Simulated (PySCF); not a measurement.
# A diatomic session: BI

The task here is to estimate one member of a computed series from the others.

Method: B x2c-SVPall, I x2c-SVPall, spin-free X2C with a Gaussian nucleus; program: PySCF 2.14.0.

Set-up of the first run:

Settings of the job:

```json
{"atoms": "B, I", "charge": "0", "basis": "B x2c-SVPall, I x2c-SVPall", "Hamiltonian": "spin-free X2C with a Gaussian nucleus", "basis functions": "50", "electrons treated": "58", "masses in u": "11.0093, 126.9045", "levels": "PBE0, PBE, r²SCAN, MN15, TPSS, M06-2X, HSE06, HF, MP2, SCS-MP2, CCSD, CCSD(T)", "grid": "80 radial by 434 angular points", "occupations": "held fixed by the projection of orbital angular momentum", "dissociation limit": "B + I, each in its ground configuration", "starting distance in angstrom": "2.125", "values of 2S to try": "0, 2"}
```

Run with:

```
OMP_NUM_THREADS=1 python dia.py task.json out
```

Steps of the session up to this table: Input; PBE0 along the bond; Higher solutions at PBE0; PBE; r²SCAN; MN15 (hybrid meta-GGA); TPSS (meta-GGA); M06-2X; HSE06 (range-separated hybrid); RHF (mean field); Adding correlation.

One of the session's tables, all rows but one given; the rest of the session is left out.

```
      level  Re (Å)  ωe (cm⁻¹)  De (eV)
        RHF   2.141        590     2.29
    RHF-MP2   2.119        610     3.56
RHF-SCS-MP2   2.126        602     3.41
   RHF-CCSD   2.135        595     3.36
RHF-CCSD(T)   2.136        594     3.51
        PBE   2.144        578     4.08
       TPSS   2.146        574     3.83
     r²SCAN   2.140        584     3.82
       PBE0   2.127        597     3.81
      HSE06   2.131        593     3.81
       MN15   2.110        604     3.84
     M06-2X       ?          ?        ?
```

Q: Estimate the row for M06-2X from the others.

**Answer.** Re (Å): 2.131; ωe (cm⁻¹): 588; De (eV): 3.60.
